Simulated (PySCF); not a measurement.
# RuSe₂⁺: structure of the doublet

The task is one start of a wider search on RuSe₂⁺: the doublet, from a side-on start. It is relaxed, tested by its Hessian and followed downhill if it is a saddle.

Method: PBE0, basis Ru def2-SVP with ECP28, Se def2-SVP, scalar-relativistic core potentials, no spin–orbit coupling, density fitting; program: PySCF 2.14.0.

**1. Where the work starts**

3 atoms, charge 1, spin multiplicity 2.

Bond lengths: Ru1–Se2 2.482 Å, Ru1–Se3 2.482 Å, Se2–Se3 2.340 Å. Angles: Se2–Ru1–Se3 56.2°, Ru1–Se2–Se3 61.9°, Ru1–Se3–Se2 61.9°.

Coordinates in bohr (charge 1 multiplicity 2):
```
Ru    0.0000    0.0000    0.0000
Se    2.2110    0.0000    4.1372
Se   -2.2110    0.0000    4.1372
```

**2. Finding the electronic state**

The steps below are one call of a driver around PySCF. For each, scf.py gives the equivalent set-up of the SCF; relaxations use the driver's own optimiser. After this first run the driver tries any further starts and a stability analysis.

scf.py

```python
from pyscf import gto, scf, dft
mol = gto.M(atom='''
Ru     0.000000     0.000000     0.000000
Se     1.170000     0.000000     2.189300
Se    -1.170000     0.000000     2.189300''',
    basis={'Ru': 'def2-SVP', 'Se': 'def2-SVP'},
    ecp={'Ru': 'def2-SVP'},
    charge=1, spin=1)
mf = dft.UKS(mol, xc='PBE0')
mf.grids.atom_grid = (50, 194)
aux = {'Ru': 'def2-universal-JKFIT', 'Se': 'def2-universal-JKFIT'}
mf = mf.density_fit(auxbasis=aux)
mf.conv_tol = 1e-08
mf.diis_space = 10
mf.max_cycle = 60
mf.init_guess = 'minao'
mf.verbose = 4
mf.kernel()
```

On the command line:

```
$ OMP_NUM_THREADS=2 python axn.py task.json out
```

Standard output:

```text
init E= -4885.97913251421
[... the frontier-level lines of each cycle are left out ...]
cycle= 1 E= -4894.51560988381  delta_E= -8.54  |g|= 1.67  |ddm|= 2.32
cycle= 2 E= -4880.81424982723  delta_E= 13.7  |g|= 3.66  |ddm|= 6.94
cycle= 3 E= -4896.38878519085  delta_E= -15.6  |g|= 0.511  |ddm|= 6.43
cycle= 4 E= -4896.40458496543  delta_E= -0.0158  |g|= 0.428  |ddm|= 0.498
cycle= 5 E= -4896.46633484259  delta_E= -0.0617  |g|= 0.297  |ddm|= 0.206
cycle= 6 E= -4896.4976538866  delta_E= -0.0313  |g|= 0.199  |ddm|= 0.509
cycle= 7 E= -4896.52068073628  delta_E= -0.023  |g|= 0.0441  |ddm|= 0.163
cycle= 8 E= -4896.52298269333  delta_E= -0.0023  |g|= 0.0169  |ddm|= 0.0938
cycle= 9 E= -4896.52486688989  delta_E= -0.00188  |g|= 0.011  |ddm|= 0.115
cycle= 10 E= -4896.52701636223  delta_E= -0.00215  |g|= 0.00764  |ddm|= 0.195
cycle= 11 E= -4896.52729985046  delta_E= -0.000283  |g|= 0.00429  |ddm|= 0.0684
cycle= 12 E= -4896.52730093168  delta_E= -1.08e-06  |g|= 0.00252  |ddm|= 0.0168
cycle= 13 E= -4896.52734493687  delta_E= -4.4e-05  |g|= 0.00135  |ddm|= 0.0478
cycle= 14 E= -4896.52735702555  delta_E= -1.21e-05  |g|= 0.00112  |ddm|= 0.0188
cycle= 15 E= -4896.52735777599  delta_E= -7.5e-07  |g|= 0.00034  |ddm|= 0.00202
cycle= 16 E= -4896.52735869146  delta_E= -9.15e-07  |g|= 0.000146  |ddm|= 0.00514
cycle= 17 E= -4896.52735870086  delta_E= -9.4e-09  |g|= 4.81e-05  |ddm|= 0.00045
Extra cycle  E= -4896.52735871102  delta_E= -1.02e-08  |g|= 5.78e-05  |ddm|= 0.000287
converged SCF energy = -4896.52735871102  <S^2> = 1.4945677  2S+1 = 2.6416417
```

This step, with its further starts and checks, took 26 s on 2 threads of Intel Xeon Platinum 8259CL at 2.50GHz (Skylake/Cascade Lake), shared host.

Energies from each starting density:

```csv
start,energy (Eh)
the minimal-basis guess,-4896.527359
a thermally smeared density,-4896.545266
a smeared PBE density,-4896.545266
```

This is not the lowest solution: one lies 47.0 kJ/mol lower, at -4896.54527 Eh, and the relaxation starts from that.

**3. Relaxing the doublet from the side-on start**

The program finds C2v symmetry in the start, which this walk keeps.

scf.py, as its differences from that of step 2:

```diff
@@ -3,3 +3,3 @@
-Ru     0.000000     0.000000     0.000000
-Se     1.170000     0.000000     2.189300
-Se    -1.170000     0.000000     2.189300''',
+Ru     0.000000     0.000000    -1.336922
+Se     1.170000     0.000000     0.852378
+Se    -1.170000     0.000000     0.852378''',
@@ -16 +15,0 @@
-mf.init_guess = 'minao'
```

The optimiser's trace:

```csv
step,energy (Eh),change (kJ/mol),largest symmetric gradient (Eh/bohr)
0,-4896.545266,0.00,0.03773
1,-4896.550079,-12.64,0.00938
2,-4896.550446,-13.60,0.00330
3,-4896.550504,-13.75,0.00098
4,-4896.550509,-13.76,0.00003
```

The walk took 26 s.

It settles in C2v symmetry, 13.8 kJ/mol below the start, after 4 steps: Ru–Se 2.417 Å (×2), Se–Se 2.224 Å; Ru–Se–Se 62.6° (×2), Se–Ru–Se 54.8°.

**4. Is it a minimum? Harmonic modes**

On the finer grid the gradient is checked again; gradients at displacements of ±0.02 bohr then give force constants and infrared intensities.

scf.py, as its differences from that of step 3:

```diff
@@ -3,3 +3,3 @@
-Ru     0.000000     0.000000    -1.336922
-Se     1.170000     0.000000     0.852378
-Se    -1.170000     0.000000     0.852378''',
+Ru     0.000000     0.000000    -1.310606
+Se     1.111663     0.000000     0.835586
+Se    -1.111663     0.000000     0.835586''',
@@ -10 +10 @@
-mf.grids.atom_grid = (50, 194)
+mf.grids.atom_grid = (75, 302)
@@ -13 +13 @@
-mf.conv_tol = 1e-08
+mf.conv_tol = 1e-10
```

This SCF starts from the last density.

SCF at the final geometry:

```text
init E= -4896.55057859409
[... the frontier-level lines of each cycle are left out ...]
cycle= 1 E= -4896.55057859408  delta_E= 5.46e-12  |g|= 4.3e-06  |ddm|= 7.71e-06
Extra cycle  E= -4896.55057859397  delta_E= 1.1e-10  |g|= 1.27e-05  |ddm|= 1.81e-05
converged SCF energy = -4896.55057859397  <S^2> = 1.5744738  2S+1 = 2.7014617
```

The whole step took 71 s.

Geometry: C2v; Ru–Se 2.417 Å (×2), Se–Se 2.223 Å; Ru–Se–Se 62.6° (×2), Se–Ru–Se 54.8°.

Harmonic modes (main isotopes):

```json
{"symmetry": "b2", "ω (cm⁻¹)": "176", "IR (km/mol)": "0.4", "μ (u)": "84.46"}
{"symmetry": "a1", "ω (cm⁻¹)": "240", "IR (km/mol)": "1.2", "μ (u)": "91.37"}
{"symmetry": "a1", "ω (cm⁻¹)": "373", "IR (km/mol)": "1.1", "μ (u)": "80.44"}
```

No imaginary mode, so this is a minimum.

Properties at this point:

| Property | Result |
| --- | --- |
| Dipole moment about the centre of mass | 2.86 D |
| Highest occupied level | -12.05 eV |
| Lowest empty level | -9.27 eV |
| Rotational constants | 0.08535, 0.05881, 0.03482 cm⁻¹ |
| Zero-point energy | 4.7 kJ/mol |
| Principal polarisabilities | 41.6, 70.3, 76.8 bohr³ |
| Principal traceless quadrupole moments about the centre of mass | -10.04, 0.22, 9.82 D Å |
| Entropy at 298.15 K and 1 bar (electronic part: spin only) | 320.0 J/(mol K) |
| Heat capacity Cp at 298.15 K | 54.9 J/(mol K) |
| Enthalpy at 298.15 K above 0 K | 13.69 kJ/mol |
| Rotational symmetry number | 2 |
| Spin squared ⟨S²⟩ | 1.574 |

Charges (e) and bond orders:

| atom | Mulliken | Löwdin | polar tensor | spin (Mulliken) | Mayer order to Ru1 |
| --- | --- | --- | --- | --- | --- |
| Ru1 | 0.48 | 0.01 | 0.68 | 2.12 | – |
| Se2,3 | 0.26 | 0.50 | 0.16 | -0.56 | 1.05 |

Mulliken populations on Ru1 (outside its core potential): s 2.33, p 6.16, d 7.03, f 0.00.

**5. What came out**

```
                                          quantity                                                                   value
                                           minimum                                         broken-symmetry (Ms = 1/2), C2v
                                          geometry  Ru–Se 2.417 Å (×2), Se–Se 2.223 Å; Ru–Se–Se 62.6° (×2), Se–Ru–Se 54.8°
                                wavenumbers (cm⁻¹)                                            176 (b2), 240 (a1), 373 (a1)
                    dipole moment (centre of mass)                                                                  2.86 D
highest occupied, lowest empty level (either spin)                                                        -12.05, -9.27 eV
                        polar-tensor charge of Ru1                                                                 +0.68 e
                                 zero-point energy                                                              4.7 kJ/mol
                               entropy at 298.15 K                                                         320.0 J/(mol K)
                                              ⟨S²⟩                                                                   1.574
```

The molecule stays C2v, as typed, and the end point is a minimum. The determinant is spin-contaminated (⟨S²⟩ = 1.57 against 0.75), so it is no pure spin state. The strongest infrared band lies at 240 cm⁻¹ (a1). The first SCF alone would have been 47 kJ/mol too high. Other starts or spin states, not run here, may lie lower. One determinant may miss the lowest occupation of an open d or f shell.

The search up to here took 2.1 min.
